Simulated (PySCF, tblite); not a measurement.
# C₆H₁₁FO₂Si: geometry, infrared bands and NMR shifts

What infrared bands and NMR shifts should C₆H₁₁FO₂Si (`CO[Si@@H](F)[C@H]1C[C@@H]1CC=O`) show?

Programs: tblite 0.8.0 and PySCF 2.14.0, with density-fitted response routines of our own. Each step states its level of theory. These are calculated values for one molecule in the gas phase, unless marked as measured. Atoms are numbered from 0 throughout.

**1. Starting geometry**

21 atoms, charge 0, multiplicity 1; geometry from: force field or distance geometry start.

Bonds of the start (Å): C0–O1 1.41, O1–Si2 1.68, Si2–F3 1.61, Si2–C4 1.87, C4–C5 1.52, C5–C6 1.51, C6–C7 1.51, C7–C8 1.51, C8–O9 1.24, C6–C4 1.52, C0–H10 1.10, C0–H11 1.10, C0–H12 1.10, Si2–H13 1.47, C4–H14 1.07, C5–H15 1.08, C5–H16 1.08, C6–H17 1.08, C7–H18 1.09, C7–H19 1.10, C8–H20 1.10.

**2. Geometry optimisation with GFN2-xTB**

Job settings and geometry (Å):

```
{"job": {"kind": "relax", "xc": "GFN2-xTB", "basis": "xTB"}, "charge": 0, "multiplicity": 1}
C     -3.507500     0.999400     0.398000
O     -2.172900     0.813100    -0.003500
Si    -1.435000    -0.641800     0.404900
F     -2.371200    -1.805400    -0.187200
C      0.260600    -0.836300    -0.354200
C      0.551900    -0.226900    -1.713000
C      1.159100     0.381900    -0.469300
C      2.634400     0.260700    -0.194200
C      2.998600     0.405000     1.260400
O      2.184200     0.581400     2.173400
H     -4.182600     0.270400    -0.080400
H     -3.629100     0.955000     1.490400
H     -3.830300     2.001300     0.081400
H     -1.390400    -0.774000     1.872600
H      0.707100    -1.784400    -0.132400
H      1.196400    -0.781600    -2.372700
H     -0.210900     0.346500    -2.221100
H      0.779100     1.345800    -0.160700
H      3.161000     1.039100    -0.746400
H      3.018000    -0.712600    -0.526000
H      4.070900     0.354800     1.479600
```

Run with:

```bash
$ OMP_NUM_THREADS=1 python probes_run.py task.json out
```

The driver reads the jobs from task.json and runs them one after another.

**Question.** This job is followed by: GFN2-xTB harmonic vibrations, gas phase; GIAO PBE0/pcSseg-1 NMR shielding, non-relativistic, gas phase. What will the session give for the following? strongest single infrared mode (GFN2-xTB); zero-point energy (GFN2-xTB); ¹³C shifts against TMS (PBE0/pcSseg-1); ¹H shifts against TMS (PBE0/pcSseg-1, means over atoms taken as alike); ¹⁷O shifts against H2O (PBE0/pcSseg-1); ²⁹Si shifts against TMS (PBE0/pcSseg-1); ¹⁹F shifts against CFCl3 (PBE0/pcSseg-1).

**Answer**, as computed:

```
                                                              quantity                                                       value
                             strongest single infrared mode (GFN2-xTB)                                       1794 cm⁻¹, 257 km/mol
                                          zero-point energy (GFN2-xTB)                                              100.1 kcal/mol
                                ¹³C shifts against TMS (PBE0/pcSseg-1)                        205.8, 55.7, 52.9, 9.9, 8.6, 7.4 ppm
¹H shifts against TMS (PBE0/pcSseg-1, means over atoms taken as alike)  10.10, 5.15, 3.93, 3.11, 1.48, 0.88, 0.75, 0.26, -0.91 ppm
                                ¹⁷O shifts against H2O (PBE0/pcSseg-1)                                             696.4, 27.1 ppm
                               ²⁹Si shifts against TMS (PBE0/pcSseg-1)                                                   -18.4 ppm
                              ¹⁹F shifts against CFCl3 (PBE0/pcSseg-1)                                                  -164.1 ppm
```

In words: Relaxing lowered the energy by 0.268 eV in 118 steps; the close pair that moved most is O1–Si2, from 1.682 to 1.613 Å. All 57 modes are real, so the xTB geometry is a minimum. The strongest single mode, at 1794 cm⁻¹, moves mainly C8 and O9. Unscaled tight-binding wavenumbers are off by several per cent, some by more. Its intensities can rank the bands wrongly. C8 (aldehyde carbonyl carbon) lies farthest downfield among carbon, at 205.8 ppm; the double bond to the heteroatom, with no lone-pair donor beside it, deshields it most. H20 (hydrogen on an aldehyde carbonyl carbon) lies farthest downfield among hydrogen, at 10.10 ppm; the C=O anisotropy and electron withdrawal place aldehyde protons far downfield. At PBE0/pcSseg-1: Shielding is most anisotropic at O9 (span 1383 ppm, paramagnetic term -768 ppm).
